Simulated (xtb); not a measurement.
# C2H7BSiTe (SMILES [SiH3]/C=C\B[TeH]) at GFN1-xTB

What is the solvation energy at fixed shape (GBSA, benzene) of C2H7BSiTe at GFN1-xTB? 

The calculation is run with xtb 6.7.1.

3 further runs of the same task are left out: 1 that didn't finish, 2 set aside as unsound or not needed.

### 1 Starting point

C2H7BSiTe has 12 atoms, charge 0, and is taken as a singlet. As SMILES, `[SiH3]/C=C\B[TeH]`. The shape was relaxed beforehand at GFN2-xTB. This is one conformer, not always the lowest.

Bond lengths: Si1–C2 1.884 Å, C2–C3 1.343 Å, C3–B4 1.537 Å, B4–Te5 2.098 Å, Si1–H6 1.465 Å, Si1–H7 1.464 Å, Si1–H8 1.466 Å, C2–H9 1.088 Å, C3–H10 1.091 Å, B4–H11 1.171 Å, Te5–H12 1.647 Å. Some angles: Si1–C2–C3 126.9°, C2–C3–B4 125.4°, C3–B4–Te5 122.1°, Si1–C2–H9 115.3°, C3–C2–H9 117.8°, C2–Si1–H6 110.4°, C2–Si1–H7 111.1°, C2–Si1–H8 107.1°, C2–C3–H10 116.6°, B4–C3–H10 118.0°.

### 2 Energy and gradient at GFN1-xTB

Contents of struc.xyz:

```xyz
12

Si    -0.72496000     0.61126000     1.85253000
C     -0.45240000     1.03587000     0.03775000
C      0.14460000     0.26874000    -0.88871000
B      0.73739000    -1.12716000    -0.64008000
Te     1.48629000    -2.31588000    -2.19861000
H      0.55674000     0.54048000     2.55877000
H     -1.44994000    -0.65306000     1.99562000
H     -1.53426000     1.68912000     2.42968000
H     -0.83242000     2.00588000    -0.27474000
H      0.20306000     0.67745000    -1.89886000
H      0.78022000    -1.56949000     0.44318000
H      1.16268000    -1.21841000    -3.38262000
```

Run with:

```console
xtb struc.xyz --grad -u 0 --gfn1 > struc.out 2> xtb.err
```

Log:

```text
* xtb version 6.7.1
[...]
[WARNING] Please study the warnings concerning your input carefully
-1- prog_main_parseArguments: The use of '--gfn1' is discouraged, please use '--gfn 1' next time
########################################################################
[...]
          :  # basis functions                  46          :
[...]
          :  # electrons                        28          :
[...]
          :  Hamiltonian                  GFN1-xTB          :
[...]
          :  net charge                          0          :
          :  unpaired electrons                  0          :
[...]
   *** convergence criteria satisfied after 11 iterations ***
[...]
         ::                     SUMMARY                     ::
         :::::::::::::::::::::::::::::::::::::::::::::::::::::
         :: total energy             -15.014255189064 Eh    ::
         :: gradient norm              0.032920952397 Eh/a0 ::
         :: HOMO-LUMO gap              2.346126725352 eV    ::
         ::.................................................::
         :: SCC energy               -15.179184221673 Eh    ::
         :: -> electrostatic           0.004785653152 Eh    ::
         :: repulsion energy           0.170023816874 Eh    ::
         :: dispersion energy         -0.005094784264 Eh    ::
         :: halogen bond corr.         0.000000000000 Eh    ::
         :: add. restraining           0.000000000000 Eh    ::
         :: total charge               0.000000000000 e     ::
         :::::::::::::::::::::::::::::::::::::::::::::::::::::
[...]
        14        2.0000           -0.3954785             -10.7615 (HOMO)
        15                         -0.3092599              -8.4154 (LUMO)
[...]
     #   Z sym  total        # sym  WBO       # sym  WBO       # sym  WBO
 ---------------------------------------------------------------------------
     1  14      4.110 --     2      1.064     8      0.938     7      0.936
                             6      0.935     3      0.112
     2   6      3.952 --     3      1.767     1      1.064     9      0.939
     3   6      3.971 --     2      1.767     4      1.093    10      0.970
                             1      0.112
     4   5      3.458 --     5      1.316     3      1.093    11      0.938
     5  52      2.381 --     4      1.316    12      0.972
     6   1      0.990 --     1      0.935
     7   1      0.990 --     1      0.936
     8   1      0.989 --     1      0.938
     9   1      1.007 --     2      0.939
    10   1      1.008 --     3      0.970
    11   1      0.991 --     4      0.938
[...]
          | TOTAL ENERGY              -15.014255189064 Eh   |
          | GRADIENT NORM               0.032920952397 Eh/α |
          | HOMO-LUMO GAP               2.346126725352 eV   |
           -------------------------------------------------
[...]
```

Standard error:

```text
normal termination of xtb
```

Wall time 0.045 s (1 thread of Arm Neoverse N1, shared host).

### 3 Energy and forces at GFN1-xTB (GBSA benzene)

Contents of geom.xyz:

```xyz
12

Si    -0.72496     0.61126     1.85253
C     -0.45240     1.03587     0.03775
C      0.14460     0.26874    -0.88871
B      0.73739    -1.12716    -0.64008
Te     1.48629    -2.31588    -2.19861
H      0.55674     0.54048     2.55877
H     -1.44994    -0.65306     1.99562
H     -1.53426     1.68912     2.42968
H     -0.83242     2.00588    -0.27474
H      0.20306     0.67745    -1.89886
H      0.78022    -1.56949     0.44318
H      1.16268    -1.21841    -3.38262
```

Run with:

```console
xtb geom.xyz --gbsa benzene --grad --gfn1 -P 1 > run.log 2> xtb.err
```

Log, shortened:

```text
* xtb version 6.7.1
[...]
[WARNING] Please study the warnings concerning your input carefully
-1- prog_main_parseArguments: The use of '--gfn1' is discouraged, please use '--gfn 1' next time
########################################################################
[...]
      * Solvation model:               GBSA
        Solvent                        benzene
[...]
        Solvent mass                       7.8110E+01 g/mol
[...]
          :  # basis functions                  46          :
[...]
          :  # electrons                        28          :
[...]
          :  Hamiltonian                  GFN1-xTB          :
[...]
          :  net charge                          0          :
          :  unpaired electrons                  0          :
[...]
   *** convergence criteria satisfied after 11 iterations ***
[...]
         ::                     SUMMARY                     ::
         :::::::::::::::::::::::::::::::::::::::::::::::::::::
         :: total energy             -15.023419961012 Eh    ::
         :: w/o Gsasa/hb/shift       -15.015382849933 Eh    ::
         :: gradient norm              0.033883846689 Eh/a0 ::
         :: HOMO-LUMO gap              2.282983978857 eV    ::
         ::.................................................::
         :: SCC energy               -15.188348993622 Eh    ::
         :: -> electrostatic           0.005556846632 Eh    ::
         :: -> Gsolv                  -0.009366289529 Eh    ::
         ::    -> Gelec               -0.001329178450 Eh    ::
         ::    -> Gsasa               -0.012265884075 Eh    ::
         ::    -> Ghb                  0.000000000000 Eh    ::
         ::    -> Gshift               0.004228772997 Eh    ::
         :: repulsion energy           0.170023816874 Eh    ::
         :: dispersion energy         -0.005094784264 Eh    ::
         :: halogen bond corr.         0.000000000000 Eh    ::
[...]
        14        2.0000           -0.3945625             -10.7366 (HOMO)
        15                         -0.3106644              -8.4536 (LUMO)
[...]
          | TOTAL ENERGY              -15.023419961012 Eh   |
          | GRADIENT NORM               0.033883846689 Eh/α |
          | HOMO-LUMO GAP               2.282983978857 eV   |
           -------------------------------------------------
[...]
```

Standard error:

```text
normal termination of xtb
```

Run time: 0.043 s. Hardware: 1 thread of Arm Neoverse N1, shared host.

### 4 Results

Level: GFN1-xTB.

| quantity | value |
| --- | --- |
| gas phase: total energy | -15.01426 Eh |
| gas phase: dipole moment | 2.24 D |
| gas phase: HOMO energy | -10.76 eV |
| gas phase: LUMO energy | -8.42 eV |
| gas phase: HOMO–LUMO gap | 2.35 eV |
| gas phase: dispersion energy | -13.38 kJ/mol |
| gas phase: largest force on an atom | 1.094 eV/Å |
| GBSA, benzene: total energy | -15.02342 Eh |
| GBSA, benzene: dipole moment | 2.67 D |
| GBSA, benzene: HOMO energy | -10.74 eV |
| GBSA, benzene: LUMO energy | -8.45 eV |
| GBSA, benzene: HOMO–LUMO gap | 2.28 eV |
| GBSA, benzene: dispersion energy | -13.38 kJ/mol |
| GBSA, benzene: solvent term in the energy | -24.6 kJ/mol |
| GBSA, benzene: largest force on an atom | 1.158 eV/Å |
| energy change from gas to solvent at fixed shape | -0.249 eV |

What this shows: The solvent model (GBSA, benzene) lowers the energy by 0.25 eV (−5.8 kcal/mol) at the same shape. The largest force (GBSA, benzene) is 1.16 eV/Å: the shape isn't a stationary point for this species at this level. The largest force (gas phase) is 1.09 eV/Å: the shape isn't a stationary point for this species at this level. Mulliken charges (GBSA, benzene) run from -0.10 on C2 to +0.21 on Si1.
